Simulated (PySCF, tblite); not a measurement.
# C₆H₁₃O₂P: infrared bands and NMR shifts

Aim: predict the infrared bands and NMR shifts of C₆H₁₃O₂P (`C=C(C)[P@H](=O)CCCO`).

Computed with tblite 0.8.0 and PySCF 2.14.0, with density-fitted response routines of our own, on a single molecule in the gas phase. Atoms count from 0, in the outputs and in this text.

**1. Starting geometry**

22 atoms, charge 0, multiplicity 1; geometry from: GFN2-xTB.

Bonds of the start (Å): C0–C1 1.32, C1–C2 1.49, C1–P3 1.82, P3–O4 1.47, P3–C5 1.85, C5–C6 1.52, C6–C7 1.53, C7–O8 1.40, C0–H9 1.08, C0–H10 1.08, C2–H11 1.09, C2–H12 1.09, C2–H13 1.09, P3–H14 1.39, C5–H15 1.09, C5–H16 1.09, C6–H17 1.09, C6–H18 1.09, C7–H19 1.10, C7–H20 1.09, O8–H21 0.97.

**2. Vibrational analysis with GFN2-xTB**

The job: settings as JSON, then the geometry in Å.

```
{"job": {"kind": "ir", "xc": "GFN2-xTB", "basis": "xTB"}, "charge": 0, "multiplicity": 1}
C     -2.799865     0.944089    -0.746968
C     -2.030520     0.167158    -0.000581
C     -2.489055    -1.065689     0.708793
P     -0.278944     0.636878     0.196533
O      0.065616     1.907942    -0.450203
C      0.617079    -0.824381    -0.490855
C      2.049449    -0.458959    -0.844775
C      2.823692    -0.123302     0.427443
O      2.138948     0.837760     1.189290
H     -3.848681     0.749256    -0.908889
H     -2.381879     1.816768    -1.221194
H     -3.573584    -1.084579     0.793824
H     -2.051805    -1.108953     1.705697
H     -2.171206    -1.956619     0.166310
H     -0.163466     0.605342     1.579058
H      0.069590    -1.101282    -1.397564
H      0.582082    -1.656687     0.211653
H      2.541528    -1.277235    -1.373303
H      2.032325     0.419105    -1.496809
H      3.838262     0.217593     0.182692
H      2.898993    -1.008014     1.067406
H      2.121031     1.671524     0.701592
```

**Question.** This job is followed by: GIAO PBE0/pcSseg-1 NMR shielding, non-relativistic, gas phase. What will the session give for the following? strongest single infrared mode (GFN2-xTB); zero-point energy (GFN2-xTB); 13C shifts against TMS (PBE0/pcSseg-1); 1H shifts against TMS (PBE0/pcSseg-1, means over atoms taken as alike); 31P shifts against H3PO4 (PBE0/pcSseg-1); 17O shifts against H2O (PBE0/pcSseg-1).

The runs gave:

| quantity | value |
| --- | --- |
| strongest single infrared mode (GFN2-xTB) | 2327 cm⁻¹, 176 km/mol |
| zero-point energy (GFN2-xTB) | 113.4 kcal/mol |
| 13C shifts against TMS (PBE0/pcSseg-1) | 152.0, 132.6, 68.4, 31.9, 28.2, 18.8 ppm |
| 1H shifts against TMS (PBE0/pcSseg-1, means over atoms taken as alike) | 7.57, 6.36, 6.09, 4.30, 3.60, 2.47, 1.83, 1.79, 1.61, 1.59, 1.33 ppm |
| 31P shifts against H3PO4 (PBE0/pcSseg-1) | -4.6 ppm |
| 17O shifts against H2O (PBE0/pcSseg-1) | 61.9, 60.1 ppm |

In words: No mode is imaginary among the 60: a minimum at this level. The strongest single mode, at 2327 cm⁻¹, moves mainly H14. Unscaled tight-binding wavenumbers are off by several per cent, some by more. Its intensities can rank the bands wrongly. C1 (fully substituted alkene carbon) lies farthest downfield among carbon, at 152.0 ppm; an sp2 carbon of a C=C bond.
